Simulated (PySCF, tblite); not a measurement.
# C₆H₈F₄: geometry, infrared bands, NMR shifts and electronic excitations

What infrared bands, NMR shifts and electronic excitations should C₆H₈F₄ (`FC(F)(F)CC1(F)CCC1`) show?

Programs: tblite 0.8.0 and PySCF 2.14.0, with density-fitted response routines of our own. Each step states its level of theory. These are calculated values for one molecule in the gas phase, unless marked as measured. Atoms count from 0, in the outputs and in this text.

## Step 1: Starting geometry

18 atoms, charge 0, multiplicity 1; geometry from: force field or distance geometry start.

Bonds of the start (Å): F0–C1 1.38, C1–F2 1.38, C1–F3 1.38, C1–C4 1.50, C4–C5 1.49, C5–F6 1.39, C5–C7 1.54, C7–C8 1.50, C8–C9 1.53, C9–C5 1.49, C4–H10 1.09, C4–H11 1.13, C7–H12 1.11, C7–H13 1.11, C8–H14 1.11, C8–H15 1.10, C9–H16 1.10, C9–H17 1.11.

## Step 2: Geometry optimisation with GFN2-xTB

The job: settings as JSON, then the geometry in Å.

```
{"job": {"kind": "relax", "xc": "GFN2-xTB", "basis": "xTB"}, "charge": 0, "multiplicity": 1}
F     -2.766900     0.073500     1.309600
C     -2.230700     0.556200     0.128000
F     -3.221700     0.378800    -0.821200
F     -1.979500     1.911400     0.177100
C     -1.062100    -0.251200    -0.363900
C      0.105600    -0.335500     0.556500
F     -0.164500    -0.913000     1.792700
C      1.204500    -1.146800    -0.152000
C      1.818900     0.150500    -0.596600
C      1.069600     0.802400     0.560900
H     -1.399600    -1.266200    -0.593700
H     -0.669400     0.220200    -1.312800
H      0.761300    -1.775100    -0.951200
H      1.807700    -1.723700     0.579600
H      1.449100     0.511600    -1.580300
H      2.915300     0.173500    -0.506100
H      0.594600     1.763900     0.337800
H      1.758900     0.875800     1.423900
```

Started as:

```console
OMP_NUM_THREADS=1 python probes_run.py task.json out
```

One launch serves the whole session: the jobs run in the order shown.

**Question.** This job is followed by: GFN2-xTB harmonic vibrations, gas phase; PBE0-D3(BJ)/def2-SVP geometry optimisation, gas phase; GIAO PBE0/pcSseg-1 NMR shielding, non-relativistic, gas phase; TDDFT B3LYP/def2-SVPD, vertical, gas phase, core orbitals frozen in the response; GIAO CAM-B3LYP/pcSseg-1 NMR shielding, non-relativistic, gas phase. What will the session give for the following? strongest single infrared mode (GFN2-xTB); zero-point energy (GFN2-xTB); point group; rotational constants (main isotopes); 13C shifts against TMS (PBE0/pcSseg-1, means over atoms taken as alike); 1H shifts against TMS (PBE0/pcSseg-1, means over atoms taken as alike); 19F shifts against CFCl3 (PBE0/pcSseg-1, means over atoms taken as alike); lowest singlet (B3LYP/def2-SVPD); lowest triplet; vertical ionisation energy (ΔSCF); range of the shift of F0.

The runs gave:

| quantity | value |
| --- | --- |
| strongest single infrared mode (GFN2-xTB) | 1192 cm⁻¹, 193 km/mol |
| zero-point energy (GFN2-xTB) | 83.4 kcal/mol |
| point group | C1 |
| rotational constants (main isotopes) | 2.41, 0.89, 0.82 GHz |
| 13C shifts against TMS (PBE0/pcSseg-1, means over atoms taken as alike) | 130.9, 90.0, 41.0, 35.3, 11.8 ppm |
| 1H shifts against TMS (PBE0/pcSseg-1, means over atoms taken as alike) | 2.32, 2.21, 2.03, 1.67, 1.23 ppm |
| 19F shifts against CFCl3 (PBE0/pcSseg-1, means over atoms taken as alike) | -76.4, -143.8 ppm |
| lowest singlet (B3LYP/def2-SVPD) | 8.12 eV (153 nm), f = 0.035 |
| lowest triplet | 8.00 eV |
| vertical ionisation energy (ΔSCF) | 10.99 eV |
| range of the shift of F0 | -76.4 to -65.7 ppm |

**Reading.** Over 78 steps the energy fell by 0.643 eV; of the close pairs, F0–C1 changed most, 1.384 to 1.332 Å (GFN2-xTB). All 48 modes are real, so the xTB geometry is a minimum. The strongest single mode, at 1192 cm⁻¹, moves mainly C1. Unscaled tight-binding wavenumbers are off by several per cent, some by more. Its intensities can rank the bands wrongly. The optimisation took 15 steps and gained 0.115 eV; among the close pairs (by a distance rule), C1–F2 changed most, from 1.363 to 1.340 Å (PBE0/def2-SVP). At PBE0/pcSseg-1: The largest span, 167 ppm, is at F0, F2, F3, where the paramagnetic term is -219 ppm. The lowest singlet, at 8.12 eV, is HOMO→LUMO 0.98 and is weak; of the 10 states computed, the strongest absorption comes from states 7 to 9 together at 8.99 eV. The lowest triplet lies 0.12 eV below the lowest singlet (triplets in Tamm-Dancoff, singlets in full TDDFT). The orbital energy would give 8.81 eV for ionisation, ΔSCF gives 10.99 eV. In ppm, F0 (with its like atoms) moves most: its shift spreads over 10.8 ppm, from -76.4 (PBE0/pcSseg-1) to -65.7 (CAM-B3LYP/pcSseg-1). Most of that comes from the computed reference, not from the atom's own shielding.
